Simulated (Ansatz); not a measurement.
# ZnInC6N6: the cost of one run

Program: Ansatz 0.2.0. Level of theory: DFT PBE, scalar-relativistic, plane waves, PAW. These are calculated values, not measurements.

## (1) The system as given

The structure is cubic, space group Fm-3m (No. 225). The conventional cell has a = 10.369 Å, b = 10.369 Å, c = 10.369 Å, α = 90.00°, β = 90.00°, γ = 90.00°. Zn (site symmetry m-3m) is surrounded by 6 C at 1.92 Å. In (site symmetry m-3m) has 6 N at 2.10 Å in its first shell of neighbours. C (site symmetry 4mm) is surrounded by 1 N at 1.17 Å and 1 Zn at 1.92 Å. Around N (site symmetry 4mm) lie 1 C at 1.17 Å.

Coordinates:

```cif
data_structure
_symmetry_space_group_name_H-M 'P 1'
_symmetry_Int_Tables_number 1
_cell_length_a 7.3320
_cell_length_b 7.3320
_cell_length_c 7.3320
_cell_angle_alpha 60.000
_cell_angle_beta 60.000
_cell_angle_gamma 60.000
_cell_volume 278.71
loop_
_atom_site_label
_atom_site_type_symbol
_atom_site_fract_x
_atom_site_fract_y
_atom_site_fract_z
_atom_site_occupancy
Zn1 Zn 0.00000 0.00000 0.00000 1
In1 In 0.50000 0.50000 0.50000 1
C1 C 0.81512 0.18488 0.18488 1
C2 C 0.18488 0.81512 0.18488 1
C3 C 0.18488 0.18488 0.81512 1
C4 C 0.18488 0.81512 0.81512 1
C5 C 0.81512 0.18488 0.81512 1
C6 C 0.81512 0.81512 0.18488 1
N1 N 0.70229 0.29771 0.29771 1
N2 N 0.29771 0.70229 0.29771 1
N3 N 0.29771 0.29771 0.70229 1
N4 N 0.29771 0.70229 0.70229 1
N5 N 0.70229 0.29771 0.70229 1
N6 N 0.70229 0.70229 0.29771 1
```

The cell is invented: cyanide-bridged rock-salt net of two metals, 0 guest cations a cell (Fm-3m, No. 225). Lengths come from tabulated atomic sizes and are only a guess.

## (2) The guess as it stands, on a coarse mesh

input.yaml

```yaml
crystal:
  lattice:
    - [0.0, 5.1845, 5.1845]
    - [5.1845, 0.0, 5.1845]
    - [5.1845, 5.1845, 0.0]
  atoms:
    - { symbol: Zn, position: [0.0, 0.0, 0.0] }
    - { symbol: In, position: [0.5, 0.5, 0.5] }
    - { symbol: C, position: [0.815122, 0.184878, 0.184878] }
    - { symbol: C, position: [0.184878, 0.815122, 0.184878] }
    - { symbol: C, position: [0.184878, 0.184878, 0.815122] }
    - { symbol: C, position: [0.184878, 0.815122, 0.815122] }
    - { symbol: C, position: [0.815122, 0.184878, 0.815122] }
    - { symbol: C, position: [0.815122, 0.815122, 0.184878] }
    - { symbol: "N", position: [0.70228566, 0.29771434, 0.29771434] }
    - { symbol: "N", position: [0.29771434, 0.70228566, 0.29771434] }
    - { symbol: "N", position: [0.29771434, 0.29771434, 0.70228566] }
    - { symbol: "N", position: [0.29771434, 0.70228566, 0.70228566] }
    - { symbol: "N", position: [0.70228566, 0.29771434, 0.70228566] }
    - { symbol: "N", position: [0.70228566, 0.70228566, 0.29771434] }
basis:
  ecutwfc: 420
kpoints:
  mp_grid: { grid: [4, 4, 4] }
hamiltonian:
  xc: pbe
scf:
  occupations: { method: gaussian, width: 0.1 }
  lower_state_search: "off"
output:
  forces: true
  stress: true
  eigenvalues: true
```

On the command line:

```
> ansatz run input.yaml --threads 1 --pin off --max-ram 2560MiB --backend cpu --events-out ev --progress --plain --runs-dir out
```

Q: Estimate wall time and peak memory on 1 thread of AMD EPYC 9R45 (Zen 5), shared host.

About 3 s, with a peak of 0.61 GiB.
